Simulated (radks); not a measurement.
**Eu⁴⁺ in [Xe] 4f5: an all-electron calculation**

Wanted: eigenvalues, radial structure and energy terms of the europium ion Eu4+.

Program: radks (a radial shooting solver on a logarithmic mesh, Libxc functionals) version 1. Level of theory: scalar-relativistic Kohn-Sham, SOGGA, spin-polarised, spherical densities, point nucleus; open shells are filled with parallel spins first. These are calculated values, not measurements, unless marked.

### 1 The atom as given

* element: europium (Z = 63)
* charge: +4
* electrons: 59
* configuration: [Xe] 4f5

The outer shells:

Eu⁴⁺
```
[Xe] core
4f [↑ ][↑ ][↑ ][↑ ][↑ ][  ][  ]
```

### 2 The calculation

Settings of this run:

```text
Z 63
configuration [Xe] 4f5 6s0 5d0
relativity scalar-relativistic
functional sogga,pbe
spin polarised
nucleus point
c 137.035999084
```

Started as:

```bash
python run_ks.py task.json out
```

The same process makes all the runs of this session.

What does the calculation give?

The runs gave:

| quantity | value |
| --- | --- |
| total energy | -10836.9283 hartree |
| exchange-correlation share of it | 2.18 % |
| −T/E | 1.0714 |
| highest occupied level | 4f up, -54.366 eV |
| most extended occupied level | 5p down, <r> = 1.51 bohr |
| radius at density 0.001 e/bohr³ | 3.12 bohr |
| maxima of the radial density | 4 |
| ionisation energy, NIST | 63.2 (semi-emp.) eV |

What this shows: The radial density shows 4 maxima for 5 occupied principal shells; where shells overlap, one shows as a shoulder or not at all. −T/E is 1.071: with relativity the kinetic term as defined here no longer equals −E. The top level binds by 54.366 eV, 86 % of the NIST ionisation energy of 63.2 eV; the potential of a semilocal functional falls off too fast, so its top eigenvalue is too shallow. Open shells are spherical and high-spin; term and fine-structure splittings are not resolved. Spin-orbit splitting is averaged out at the scalar-relativistic level.
